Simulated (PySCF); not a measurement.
# The bond of BI−, level by level

What are the lowest state that PBE0 finds, the bond length, vibrational wavenumber and bond energy of BI−, and how much do these hang on the method?

Program: PySCF 2.14.0. Level of theory: B aug-cc-pVDZ, I aug-cc-pVDZ-PP with ECP28, scalar-relativistic core potentials. These are calculated values, not measurements.

### 1 The job

Settings of the job:

* atoms: B, I
* charge: -1
* basis: B aug-cc-pVDZ, I aug-cc-pVDZ-PP with ECP28
* Hamiltonian: scalar-relativistic core potentials
* basis functions: 55
* electrons treated: 31
* masses in u: 11.0093, 126.9045
* levels: PBE0, PBE, r²SCAN, PW91, MN15, BP86, CAM-B3LYP, HF, MP2, SCS-MP2
* grid: 80 radial by 434 angular points
* occupations: held fixed by the projection of orbital angular momentum
* dissociation limit: B + I−, each in its ground configuration
* starting distance in angstrom: 2.225
* values of 2S to try: 1, 3

The run is started by

```
$ OMP_NUM_THREADS=1 python dia.py task.json out
```

Further steps of the session: The PBE0 curve of the state that the search chose; Higher solutions at PBE0; PBE; r²SCAN; PW91 (GGA); MN15; BP86 (GGA); CAM-B3LYP (range-separated hybrid); UHF (mean field).

Before running it: what results should come out? Wanted: for each run, Re; ωe; De; μ.

The runs gave:

Lowest PBE0 solution found, without spin–orbit coupling: ²Π (doublet), unpaired electrons π ↑. State 3 has its PBE0 minimum 1.57 eV higher. The other levels ran on the lowest alone.

```tsv
level	Re (Å)	ωe (cm⁻¹)	De (eV)	μ (D)
UHF	2.744	152.4	0.325	3.36
UHF-MP2	2.423	297.9	0.82	n/a
UHF-SCS-MP2	2.458	273.9	0.70	n/a
PBE	2.380	343	1.38	6.22
PW91	2.384	340	1.37	6.13
BP86	2.400	330	1.28	6.13
r²SCAN	2.401	327	1.23	5.95
PBE0	2.388	333	1.18	5.82
MN15	2.396	302	1.09	6.04
CAM-B3LYP	2.429	295.7	0.89	5.48
```

De is counted to B + I− in their ground configurations. A positive dipole points from B to I; in an ion it is taken about the centre of mass and does not tell which atom is negative.

**Reading.** Bond lengths run from 2.380 Å (PBE) to 2.744 Å (UHF). Among the levels with a De in the table, it runs from 0.325 eV (UHF) to 1.38 eV (PBE).

Correlated steps freeze 5 core orbitals. These are scalar-relativistic numbers at best; spin–orbit coupling would shift them, the dissociation energy most. With some functionals the highest level of the anion is positive, from self-interaction error or because the anion is truly unbound there; the finite basis then holds the extra electron, and no neutral molecule was run to test the binding. With spin–orbit coupling the term label itself may not hold.
